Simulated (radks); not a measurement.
# Lu in [Kr] 4d10 4f14 5s2 5p5 5d1 6s2 5f1: an all-electron calculation

What are the levels of neutral lutetium, how large are its shells, and how does its energy divide?

The numbers are computed with radks (a radial shooting solver on a logarithmic mesh, Libxc functionals) version 1 (Dirac Kohn-Sham, LDA (Slater exchange, VWN5 correlation), spin-unpolarised, spherical densities, point nucleus; open shells fill j = l - 1/2 first), except any that are marked as measured or tabulated.

## Step 1: The system

* element: lutetium (Z = 71)
* charge: 0
* electrons: 71
* configuration: [Kr] 4d10 4f14 5s2 5p5 5d1 6s2 5f1

## Step 2: The run

The run's settings:

```text
Z 71
configuration [Kr] 4d10 4f14 5s2 5p5 5d1 6s2 5f1
relativity Dirac
functional lda,vwn5
spin unpolarised
j_filling energy
nucleus point
c 137.035999084
```

Run with:

```bash
python run_ks.py task.json out
```

All runs below come from this command, one after another.

Q: Predict the outcome of this run.

The runs gave:

| quantity | value |
| --- | --- |
| total energy | -14571.0199 hartree |
| exchange-correlation share of it | 2.01 % |
| −T/E | 1.1147 |
| highest occupied level | 5f5/2, -0.432 eV |
| most extended occupied level | 5f5/2, <r> = 16.9 bohr |
| radius at density 0.001 e/bohr³ | 4.62 bohr |
| maxima of the radial density | 5 |

**Reading.** 6 principal shells are occupied and 5 maxima appear in the radial density; where shells overlap, one shows as a shoulder or not at all. Relativity lifts −T/E to 1.115. This is not the tabulated ground configuration, so its levels and sizes aren't those of the ground state, and no measured value stands beside it.
